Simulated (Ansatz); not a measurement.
**LaBiS2F: gaps at several levels of theory**

The task, for LaBiS2F: read the levels at named points of the zone under several functionals.

Computed with Ansatz 0.2.0 (DFT PBEsol, scalar-relativistic, plane waves, PAW, unless a step's input says otherwise).

That is the level of the relaxation; later steps name their own.

### Step 1. The structure to begin with

The structure is tetragonal, space group P4/nmm (No. 129). The conventional cell has a = 4.017 Å, b = 4.017 Å, c = 14.038 Å, α = 90.00°, β = 90.00°, γ = 90.00°. La (site symmetry 4mm) is surrounded by 4 F at 2.36 Å. Bi (site symmetry 4mm) is surrounded by 5 S at 2.49 to 2.86 Å. S (site symmetry 4mm) is surrounded by 4 Bi at 2.86 Å. Around S (site symmetry 4mm) lie 1 Bi at 2.49 Å. Around F (site symmetry -4m2) lie 4 La at 2.36 Å.

As a file:

```xyz
10
Lattice="4.0168 0.0000 0.0000 0.0000 4.0168 0.0000 0.0000 0.0000 14.0381" Properties=species:S:1:pos:R:3 pbc="T T T"
La    2.0084    0.0000    8.2508
La    0.0000    2.0084    5.7873
Bi    0.0000    2.0084   12.1819
Bi    2.0084    0.0000    1.8562
S     2.0084    0.0000   12.4942
S     0.0000    2.0084    1.5439
S     0.0000    2.0084    9.6891
S     2.0084    0.0000    4.3490
F     0.0000    0.0000    7.0191
F     2.0084    2.0084    7.0191
```

(A quick probe on a coarse mesh, which set the mesh and smearing, is not shown.)

### Step 3. Rough relaxation on the coarse mesh

Contents of input.yaml:

```yaml
crystal:
  lattice:
    - [4.01682702, 0.0, 0.0]
    - [0.0, 4.01682702, 0.0]
    - [0.0, 0.0, 14.03812006]
  atoms:
    - { symbol: La, position: [0.5, 0.0, 0.587742] }
    - { symbol: La, position: [0.0, 0.5, 0.412258] }
    - { symbol: Bi, position: [0.0, 0.5, 0.867775] }
    - { symbol: Bi, position: [0.5, 0.0, 0.132225] }
    - { symbol: S, position: [0.5, 0.0, 0.89002] }
    - { symbol: S, position: [0.0, 0.5, 0.10998] }
    - { symbol: S, position: [0.0, 0.5, 0.690201] }
    - { symbol: S, position: [0.5, 0.0, 0.309799] }
    - { symbol: F, position: [0.0, 0.0, 0.5] }
    - { symbol: F, position: [0.5, 0.5, 0.5] }
basis:
  ecutwfc: 420
kpoints:
  mp_grid: { grid: [6, 6, 2] }
hamiltonian:
  xc: pbesol
scf:
  occupations: { method: gaussian, width: 0.1 }
output:
  forces: true
  stress: true
  eigenvalues: true
relax:
  adjacent_minimum: "off"
  f_tol: 0.05
  max_steps: 80
  cell: { stress_tol: 0.5 }
```

Launch:

```sh
$ ansatz run input.yaml --threads 4 --pin off --max-ram 10240MiB --backend cpu --events-out ev --progress --plain --runs-dir out
```

The session goes on with these runs: the relaxation; levels with PBEsol; levels with r2SCAN; the run at PBEsol, spin-orbit coupling.

Before running it: what results should come out? Wanted: relaxed cell; volume; gap, PBEsol; gap, r2SCAN; gap, PBEsol, spin-orbit coupling.

The runs gave:

| quantity | value |
| --- | --- |
| relaxed cell | a = 4.080 Å, b = 4.080 Å, c = 12.685 Å, α = 90.00°, β = 90.00°, γ = 90.00° |
| space group (0.01 Å) | P4/nmm (No. 129) |
| volume | 21.11 Å³/atom |
| gap, PBEsol | 0.00 eV |
| gap, r2SCAN | 0.00 eV |
| gap, PBEsol, spin-orbit coupling | 0.00 eV |

Relaxation lowered the volume by 6.8 %. The shape changed too: the edges of the input's cell moved by +1.6, +1.6, -9.6 %. No level opens a gap. PBEsol, spin-orbit coupling took about 14 times the CPU time of PBEsol, on unlike meshes where the table says so. Only the runs so marked include spin-orbit coupling; the others lack it, which matters for elements this heavy.
